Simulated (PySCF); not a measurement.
# GaH3 (SMILES [H][Ga]([H])[H]) at HF/pc-1

What is the vertical singlet–triplet gap of GaH3 at HF/pc-1? 

The calculation is run with PySCF 2.14.0.

### 1 The molecule

The species is GaH3 (4 atoms), meant as a singlet with charge 0. As SMILES, `[H][Ga]([H])[H]`. The shape comes from GFN2-xTB, which is rough for such elements, and wasn't checked as a minimum.

Bond lengths: Ga1–H2 1.567 Å, Ga1–H3 1.567 Å, Ga1–H4 1.566 Å. Angles: H2–Ga1–H3 120.0°, H2–Ga1–H4 120.0°, H3–Ga1–H4 120.0°.

### 2 The energy at HF/pc-1

File run.py:

```python
from pyscf import gto, scf

mol = gto.Mole()
mol.atom = [
    ('Ga', (-0.000160, 0.000060, 0.001280)),
    ('H', (1.566090, -0.029140, 0.013370)),
    ('H', (-0.757820, 1.371010, -0.018620)),
    ('H', (-0.808110, -1.341930, 0.003970)),
]
mol.max_memory = 1860
mol.basis = 'pc-1'
mol.verbose = 3
mol.spin = 0
mol.build()

mf = scf.RHF(mol)
mf.conv_tol = 1e-10
mf.kernel()
if not mf.converged:
    mf = mf.newton().run(mf.mo_coeff, mf.mo_occ)

etot = mf.e_tot
print('E = %.10f Eh' % etot)
```

The run is started by

```console
$ OMP_NUM_THREADS=1 python run.py
```

Log:

```text
converged SCF energy = -1924.85071661747
E = -1924.8507166175 Eh
```

It took 0.85 s on 1 thread of Arm Neoverse V1, shared host; peak memory 0.1 GiB.

### 3 The triplet

File input.py:

```python
from pyscf import gto, scf

system = gto.Mole()
system.atom = [
    ('Ga', (-0.000160, 0.000060, 0.001280)),
    ('H', (1.566090, -0.029140, 0.013370)),
    ('H', (-0.757820, 1.371010, -0.018620)),
    ('H', (-0.808110, -1.341930, 0.003970)),
]
system.verbose = 4
system.max_memory = 1860
system.spin = 2
system.charge = 0
system.basis = 'pc-1'
system.build()

calc0 = scf.UHF(system)
calc0.conv_tol = 1e-10
calc0.kernel()
if not calc0.converged:
    calc0 = calc0.newton().run(calc0.mo_coeff, calc0.mo_occ)

etot = calc0.e_tot
print('Final energy', etot)
```

The run is started by

```console
$ OMP_NUM_THREADS=1 python input.py
```

Log:

```text
PySCF version 2.14.0

[INPUT] num. atoms = 4
[INPUT] num. electrons = 34
[INPUT] charge = 0
[INPUT] spin (= nelec alpha-beta = 2S) = 2
[INPUT] symmetry False subgroup None
[INPUT] Mole.unit = angstrom
[INPUT] Symbol           X                Y                Z      unit          X                Y                Z       unit  Magmom
[INPUT]  1 Ga    -0.000160000000   0.000060000000   0.001280000000 AA   -0.000302356180   0.000113383567   0.002418849439 Bohr   0.0
[INPUT]  2 H      1.566090000000  -0.029140000000   0.013370000000 AA    2.959481186420  -0.055066619270   0.025265638285 Bohr   0.0
[INPUT]  3 H     -0.757820000000   1.371010000000  -0.018620000000 AA   -1.432072251718   2.590833414040  -0.035186700439 Bohr   0.0
[INPUT]  4 H     -0.808110000000  -1.341930000000   0.003970000000 AA   -1.527106578522  -2.535880178338   0.007502212715 Bohr   0.0

nuclear repulsion = 32.0012014105424
number of shells = 9
number of NR pGTOs = 98
number of NR cGTOs = 42
basis = pc-1
ecp = {}

******** <class 'pyscf.scf.uhf.UHF'> ********
method = UHF
initial guess = minao
damping factor = 0
level_shift factor = 0
DIIS = <class 'pyscf.scf.diis.CDIIS'>
diis_start_cycle = 1
diis_space = 8
diis_damp = 0
SCF conv_tol = 1e-10
SCF conv_tol_grad = None
SCF max_cycles = 50
direct_scf = True
direct_scf_tol = 1e-13
number electrons alpha = 18  beta = 16
Set gradient conv threshold to 1e-05
init E= -1924.03407356313
[... the frontier-level lines of each cycle are left out ...]



cycle= 1 E= -1924.62614506929  delta_E= -0.592  |g|= 0.159  |ddm|=  1.1
cycle= 2 E= -1924.65781271056  delta_E= -0.0317  |g|= 0.0529  |ddm|= 0.273
cycle= 3 E= -1924.66274346007  delta_E= -0.00493  |g|= 0.026  |ddm|= 0.0849
cycle= 4 E= -1924.66457811911  delta_E= -0.00183  |g|= 0.0134  |ddm|= 0.0565
cycle= 5 E= -1924.66540245672  delta_E= -0.000824  |g|= 0.00733  |ddm|= 0.0412
cycle= 6 E= -1924.66571877779  delta_E= -0.000316  |g|= 0.0045  |ddm|= 0.026
cycle= 7 E= -1924.66587283349  delta_E= -0.000154  |g|= 0.00268  |ddm|= 0.0229
cycle= 8 E= -1924.6659253602  delta_E= -5.25e-05  |g|= 0.00228  |ddm|= 0.0113
cycle= 9 E= -1924.66597306174  delta_E= -4.77e-05  |g|= 0.00207  |ddm|= 0.0112
cycle= 10 E= -1924.66607555821  delta_E= -0.000102  |g|= 0.00169  |ddm|= 0.0277
cycle= 11 E= -1924.66621779173  delta_E= -0.000142  |g|= 0.00123  |ddm|= 0.0678
cycle= 12 E= -1924.66621808473  delta_E= -2.93e-07  |g|= 0.00059  |ddm|= 0.00535
cycle= 13 E= -1924.66623146271  delta_E= -1.34e-05  |g|= 0.000272  |ddm|= 0.0241
cycle= 14 E= -1924.66623169038  delta_E= -2.28e-07  |g|= 9.2e-05  |ddm|= 0.00152
cycle= 15 E= -1924.66623176723  delta_E= -7.69e-08  |g|= 5.51e-05  |ddm|= 0.00161
cycle= 16 E= -1924.66623177754  delta_E= -1.03e-08  |g|= 1.28e-05  |ddm|= 0.000195
cycle= 17 E= -1924.6662317792  delta_E= -1.66e-09  |g|= 1.07e-05  |ddm|= 0.000255
cycle= 18 E= -1924.66623177964  delta_E= -4.42e-10  |g|= 2.72e-06  |ddm|= 7.39e-05
cycle= 19 E= -1924.66623177968  delta_E= -3.64e-11  |g|= 6.63e-07  |ddm|= 3.09e-05
Extra cycle  E= -1924.66623177968  delta_E= -2.27e-12  |g|= 5e-07  |ddm|= 3.43e-06
converged SCF energy = -1924.66623177968  <S^2> = 2.0067759  2S+1 = 3.0045139
Final energy -1924.6662317796831
```

It took 0.97 s on 1 thread of Arm Neoverse V1, shared host; peak memory 0.1 GiB.

### 4 What came out

Level: HF/pc-1.

```
                                        quantity           value
                           singlet: total energy  -1924.85072 Eh
                          singlet: dipole moment          0.01 D
                            singlet: HOMO energy       -11.70 eV
                            singlet: LUMO energy         0.83 eV
                          singlet: HOMO–LUMO gap        12.53 eV
                           triplet: total energy  -1924.66623 Eh
                          triplet: dipole moment          2.38 D
     triplet: HOMO energy (highest over α and β)        -6.05 eV
      triplet: LUMO energy (lowest over α and β)        -3.29 eV
                                   triplet: ⟨S²⟩           2.007
vertical energy of the triplet above the singlet        5.020 eV
```

In words: At this shape the triplet lies 5.02 eV (484 kJ/mol) above the singlet. Mulliken charges (singlet) run from -0.12 on H2 to +0.35 on Ga1.
